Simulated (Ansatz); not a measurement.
Task: an atomisation energy of BClH4NP, SMILES NB(P)Cl, with Ansatz's Python interface. Give the script and its output. Use (for the species named): CAM-B3LYP, pcseg-2 basis, multiplicity 1.

```xyz
8

N     0.9882   -0.7335   -0.0363
B     0.1673    0.5458    0.0090
P    -1.7588    0.4534    0.0453
Cl    1.0074    2.1877    0.0294
H     1.6238   -0.7191    0.7924
H     1.5904   -0.6811   -0.8881
H    -1.8305   -0.5024   -1.0465
H    -1.7878   -0.5508    1.0947
```

`bclh4np_tae.py`:
```python
"""Atomisation energy of BClH4NP at the given geometry."""

from collections import Counter
from dataclasses import dataclass

import ansatz as az
from ase import Atoms


@dataclass(frozen=True)
class Options:
    basis: str = "pcseg-2"
    xc: str = "cam_b3lyp"


opts = Options()


def energy_of(molecule, charge=0, unpaired=0):
    calc = (
        molecule.calculation()
        .basis(gaussian=opts.basis)
        .functional(opts.xc)
        .scf(lower_state_search="light")
    )
    if charge:
        calc = calc.charge(charge)
    if unpaired:
        calc = calc.spin("collinear", total=unpaired)
    return calc.run(threads=1).report["free_energy_ev"]


def main() -> None:
    atoms = Atoms(["N", "B", "P", "Cl", "H", "H", "H", "H"], positions=[
        [0.9882, -0.7335, -0.0363],
        [0.1673, 0.5458, 0.009],
        [-1.7588, 0.4534, 0.0453],
        [1.0074, 2.1877, 0.0294],
        [1.6238, -0.7191, 0.7924],
        [1.5904, -0.6811, -0.8881],
        [-1.8305, -0.5024, -1.0465],
        [-1.7878, -0.5508, 1.0947],
    ])
    mol = az.Crystal.molecule_from_ase(atoms)

    # unpaired electrons of the ground-state atoms
    unpaired = {"N": 3, "B": 1, "P": 3, "Cl": 1, "H": 1}
    counts = Counter(site.symbol for site in mol.cartesian_sites)
    atom_energy = {s: energy_of(az.Crystal.molecule().atom(s, (0, 0, 0)), 0, unpaired[s]) for s in counts}
    whole = energy_of(mol, 0, 0)
    for s, e in atom_energy.items():
        print(f"{s:2s} x{counts[s]}  {e:14.5f} eV")
    print(f"BClH4NP: {whole:.5f} eV")
    split = sum(counts[s] * e for s, e in atom_energy.items()) - whole
    print(f"atomisation energy (no zero-point term): {96.485332 * split:.1f} kJ/mol, {split / sum(counts.values()):.3f} eV an atom")


if __name__ == "__main__":
    main()
```

```console
$ python bclh4np_tae.py
N  x1     -1485.25475 eV
B  x1      -670.50628 eV
P  x1     -9286.67523 eV
Cl x1    -12522.04507 eV
H  x4       -13.57911 eV
BClH4NP: -24045.39134 eV
atomisation energy (no zero-point term): 2565.9 kJ/mol, 3.324 eV an atom
```

2565.9 kJ/mol from the electronic energies, without the zero-point term.

What to keep in mind:
- These settings explore the input space; basis and method may be short of convergence.
- The geometry is a force-field or estimated start, not a minimum of this method, and the basis set is short of its limit. All parts are taken at fixed geometry, without zero-point energy.
- The whole script took 8.9 s on 1 thread of Arm Neoverse V1 (shared host), peak memory 0.5 GiB.
